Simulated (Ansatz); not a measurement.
I need a short molecular-dynamics run of AsH6NSi, SMILES [SiH3]N[AsH2]. Use Ansatz 0.2.0, Python API. Level of theory: PBE0, def2-SVP basis, multiplicity 1.

```
atom    x (Å)    y (Å)    z (Å)
  Si  -0.4778   0.6158  -0.6773
   N   1.0232   0.4322   0.1810
  As   0.8309  -1.0119   1.4042
   H  -0.8042  -0.5564  -1.4217
   H  -0.3828   1.7547  -1.6708
   H  -1.5922   1.0133   0.2652
   H   1.7603   0.1481  -0.5268
   H  -0.4550  -0.4869   2.0015
   H   0.1860  -1.9551   0.4277
```

The script, `md_ash6nsi.py`:
```python
'''A short Born-Oppenheimer trajectory of AsH6NSi.'''

import ansatz
import numpy as np

GEOMETRY = '''
Si   -0.47780    0.61580   -0.67730
N     1.02320    0.43220    0.18100
As    0.83090   -1.01190    1.40420
H    -0.80420   -0.55640   -1.42170
H    -0.38280    1.75470   -1.67080
H    -1.59220    1.01330    0.26520
H     1.76030    0.14810   -0.52680
H    -0.45500   -0.48690    2.00150
H     0.18600   -1.95510    0.42770
'''


def main() -> None:
    ash6nsi = ansatz.Crystal.molecule()
    for line in GEOMETRY.strip().splitlines():
        symbol, *xyz = line.split()
        ash6nsi = ash6nsi.atom(symbol, [float(v) for v in xyz])

    model = (
        ash6nsi.calculation()
        .basis(gaussian='def2-SVP')
        .functional('PBE0')
        .scf(lower_state_search='light')
        .md('nve', timestep=0.5, steps=30, temperature=800, initial_velocities='maxwell_boltzmann', seed=55)
    )
    frames = []
    model.session().plan().execute(on_event=lambda e: frames.append(e['data']) if e['event'] == 'md_step' else None)
    print('t (fs)   E_pot (eV)      E_kin (eV)   T (K)   d(0-1) (A)')
    for f in frames[::2]:
        xyz = np.array(f['positions_ang'])
        print(f'{f["time_fs"]:6.2f} {f["lagrangian_ev"]:14.5f} {f["e_kin_ev"]:10.5f} {f["temperature_k"]:8.1f} {np.linalg.norm(xyz[0] - xyz[1]):9.4f}')
    kept = np.array([f['conserved_ev'] for f in frames])
    print(f'conserved energy moves by at most {1000 * np.ptp(kept):.3f} meV')


if __name__ == '__main__':
    main()
```

Output of `python md_ash6nsi.py`:
```text
t (fs)   E_pot (eV)      E_kin (eV)   T (K)   d(0-1) (A)
  0.00   -70282.61072    0.72386    800.0    1.7388
  1.00   -70282.61388    0.72587    802.2    1.7492
  2.00   -70282.50131    0.61518    679.9    1.7594
  3.00   -70282.38786    0.50401    557.0    1.7686
  4.00   -70282.38952    0.50349    556.4    1.7763
  5.00   -70282.39710    0.50960    563.2    1.7827
  6.00   -70282.31738    0.43115    476.5    1.7880
  7.00   -70282.20886    0.32411    358.2    1.7927
  8.00   -70282.15725    0.27297    301.7    1.7970
  9.00   -70282.19021    0.30515    337.3    1.8011
 10.00   -70282.25998    0.37337    412.6    1.8046
 11.00   -70282.28330    0.39661    438.3    1.8073
 12.00   -70282.27030    0.38594    426.5    1.8083
 13.00   -70282.34035    0.45529    503.2    1.8069
 14.00   -70282.45984    0.57240    632.6    1.8033
 15.00   -70282.50227    0.61533    680.1    1.7980
conserved energy moves by at most 4.167 meV
```

Reading the output:
- These settings explore the input space; basis and method may be short of convergence.
- The trajectory is only some femtoseconds long, so its temperature is not equilibrated; where the script doesn't relax first, it starts from a rough generated geometry.
- The temperature counts the internal degrees of freedom alone.
- Hardware and time: 120 s on 1 thread of Arm Neoverse V1 (shared host), peak memory 0.27 GiB.

(Lines on the test bed's own set-up are left out of the output.)
